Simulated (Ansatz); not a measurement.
# ClFH2OSTi: the cost of one run

Computed with Ansatz 0.2.0, Gaussian basis. Level: functionals in def2-TZVPP, the program's frozen cores in correlated methods.

The runs, in order: PBE-D4, r2SCAN-D4, PBE0-D4, B3LYP-D4, ωB97X-V, ωB97M-V, B2PLYP; CCSD(T)/def2-TZVPP; MP2/def2-QZVPP; extrapolation to the limit.

## 1. The geometry

All runs share one geometry, relaxed beforehand with PBE0-D4 in a triple-zeta def2 set.

SMILES `[OH][Ti]([F])([SH])[Cl]`, 7 atoms, charge 0, spin multiplicity 1.

Atoms are counted from 1 here; the program's logs count them from 0.

Bond lengths: O1–Ti2 1.752 Å, O1–H6 0.958 Å, Ti2–F3 1.748 Å, Ti2–S4 2.276 Å, Ti2–Cl5 2.197 Å, S4–H7 1.348 Å. Angles: Ti2–O1–H6 146.1°, O1–Ti2–F3 112.9°, O1–Ti2–S4 104.5°, O1–Ti2–Cl5 111.6°, F3–Ti2–S4 108.8°, F3–Ti2–Cl5 108.6°, S4–Ti2–Cl5 110.3°, Ti2–S4–H7 91.0°.

## 2. PBE-D4 (GGA)

The input, in.yaml:

```yaml
crystal:
  periodic: [false, false, false]
  atoms:
    - {symbol: O, position_ang: [-1.718214, 0.173120, -0.006770]}
    - {symbol: Ti, position_ang: [-0.015106, -0.105002, 0.293710]}
    - {symbol: F, position_ang: [0.386771, -1.801806, 0.414940]}
    - {symbol: S, position_ang: [1.035451, 0.771210, -1.524764]}
    - {symbol: Cl, position_ang: [0.658701, 0.908038, 2.122843]}
    - {symbol: H, position_ang: [-2.568009, -0.227255, -0.193032]}
    - {symbol: H, position_ang: [2.220406, 0.281694, -1.106926]}
basis:
  gaussian: {orbitals: def2-TZVPP}
hamiltonian: {xc: pbe, dispersion: d4}
output: {forces: true, orbitals: {seedname: orbitals}}
```

Started as:

```
$ ansatz run in.yaml --threads 2 --pin off --events-out ev --progress --plain --max-ram 22528MiB --backend cpu
```

Q: Estimate wall time and peak memory on 2 threads of AMD EPYC 7R13, shared host.

About 4.8 s, with a peak of 0.4 GiB.
